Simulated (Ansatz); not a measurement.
Set up this calculation in Ansatz 0.2.0, as the native input.

```
Task                : single point
Functional          : PBEsol
Potentials or basis : Ansatz PAW
Cutoff              : 420 eV (not typed: the program's choice for these potentials)
k mesh              : 6 × 6 × 2
Occupations         : gaussian, width 0.05 eV
Spin                : collinear spin, ferrimagnetic start
Starting moments    : [1.0, -0.5, 0.0, 0.0, 0.0, 0.0] μB
```

RuCl2:

```
Ru Cl
1.0
     3.54969    0.00000    0.00000
    -1.77485    3.07412    0.00000
     0.00000    0.00000   11.45278
Ru Cl
2 4
Direct
  0.00000 0.00000 0.00000
  0.00000 0.00000 0.50000
  0.33333 0.66667 0.12600
  0.33333 0.66667 0.62600
  0.66667 0.33333 0.37400
  0.66667 0.33333 0.87400
```

The cell comes from a database or a generator and needn't be the stable form of this composition.

The cell isn't the ideal one: another cell of the same crystal, with 6 atoms.

One way to write it, as run:

input.yaml

```yaml
crystal:
  lattice:
    - [3.54969098, 0.0, 0.0]
    - [-1.77484549, 3.07412256, 0.0]
    - [0.0, 0.0, 11.45277654]
  atoms:
    - { symbol: Ru, position: [0.0, 0.0, 0.0], spin: 1.0 }
    - { symbol: Ru, position: [0.0, 0.0, 0.5], spin: -0.5 }
    - { symbol: Cl, position: [0.3333333333, 0.6666666667, 0.126] }
    - { symbol: Cl, position: [0.3333333333, 0.6666666667, 0.626] }
    - { symbol: Cl, position: [0.6666666667, 0.3333333333, 0.374] }
    - { symbol: Cl, position: [0.6666666667, 0.3333333333, 0.874] }
hamiltonian:
  xc: pbesol
  pseudopotentials: { kind: paw }
magnetization:
  spin_polarized: true
kpoints:
  mp_grid: { grid: [6, 6, 2] }
scf:
  occupations: { method: gaussian, width: 0.05 }
output:
  forces: true
  stress: true
  eigenvalues: true
```

Potentials or basis: Ansatz PAW.

Command:

```console
$ ansatz run input.yaml --threads 2 --pin off --max-ram 5632MiB --backend cpu --events-out ev --progress --plain --runs-dir out
```

It gave:

```json
{
 "Pressure": "-10.4 GPa",
 "Largest force": "1.981 eV/Å",
 "Band gap on the k mesh": "0.58 eV",
 "Net moment": "0.00 μB per cell",
 "Absolute moment": "0.00 μB per cell"
}
```

Caveat: the PAW data sets come from PBE, with cores solved anew for the run's functional, which leaves a small shift of forces and pressure; forces of over 1 eV/Å show positions far from the minimum, so gaps and moduli don't describe the material at rest; the starting moments weren't kept.

Run time: 14 s on 2 threads of Arm Neoverse V2, with other jobs on the host, peak memory 0.49 GiB.
